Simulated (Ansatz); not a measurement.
Crystal: Cd2S.

```
Cd S
1.0
     3.96267    0.00000    0.00000
    -1.98134    3.43177    0.00000
     0.00000    0.00000    5.80919
Cd S
2 1
Direct
  0.33333 0.66667 0.93272
  0.66667 0.33333 0.57873
  0.33333 0.66667 0.36571
```

The cell comes from a database or a generator and needn't be the stable form of this composition.

Base run:

| Quantity | Value |
| --- | --- |
| Program | Ansatz 0.2.0 |
| Functional | PBE0 |
| Potentials or basis | Ansatz PAW |
| Cutoff | 420 eV |
| Density cutoff | 1680 eV |
| k mesh | 6 × 6 × 4 |
| Occupations | fermi-dirac, width 0.05 eV |
| Spin | no spin polarisation |

Its results: band gap on the k mesh 0.72 eV, indirect (least direct gap 1.19 eV); largest force 0.243 eV/Å.

Question: After a change of settings the same cell gave: band gap on the k mesh 1.35 eV, indirect (least direct gap 1.67 eV); largest force 0.250 eV/Å. Which change was it?
A. functional from PBE0 to HSE06
B. functional from PBE0 to PBE; k mesh from 6 × 6 × 4 to 8 × 8 × 5
C. k mesh from 6 × 6 × 4 to 4 × 4 × 4

Answer: C.

Caveats: some runs use coarse meshes; the PAW data sets come from PBE, with cores solved anew for the run's functional, which leaves a small shift of forces and pressure.

Not every run made on this cell is shown here.
